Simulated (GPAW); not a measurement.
Crystal: TaMo2C3.

```
Ta Mo C
1.0
     3.11664    0.00000    0.00000
    -1.55832    2.69909    0.00000
     0.00000    0.00000    7.68632
Ta Mo C
1 2 3
Direct
  0.00000 0.00000 0.00000
  0.66667 0.33333 0.33077
  0.33333 0.66667 0.66923
  0.66667 0.33333 0.83208
  0.33333 0.66667 0.16792
  0.00000 0.00000 0.50000
```

The cell comes from a database or a generator and needn't be the stable form of this composition.

Program: GPAW 26.7.0. Alike in all runs: no spin polarisation; cell as given; smearing fermi-dirac 0.05 eV.

Order these runs on this cell by their pressure, lowest first.
A. level PBEsol; potentials or basis PAW data sets generated in the run's folder for this functional, pw; k mesh 10 × 10 × 4; cutoff (eV) 800; maxiter 150
B. level PBE; potentials or basis GPAW PAW data sets (gpaw-data 1.2.1), pw; k mesh 8 × 8 × 3; cutoff (eV) 600; maxiter 120; convergence default
C. level LDA; potentials or basis the program's PAW data sets (release 1.2.1) made for this functional, pw; k mesh 7 × 7 × 3; cutoff (eV) 800; maxiter 150; band path GMKGALHA,LM,KH; band points 80

C (-17.7 GPa), A (-11.2 GPa), B (-3.0 GPa).

Caveats: the cutoff is short for stress and forces, so pressures can be off by a GPa or more (some runs).

Not every run made on this cell is shown here.
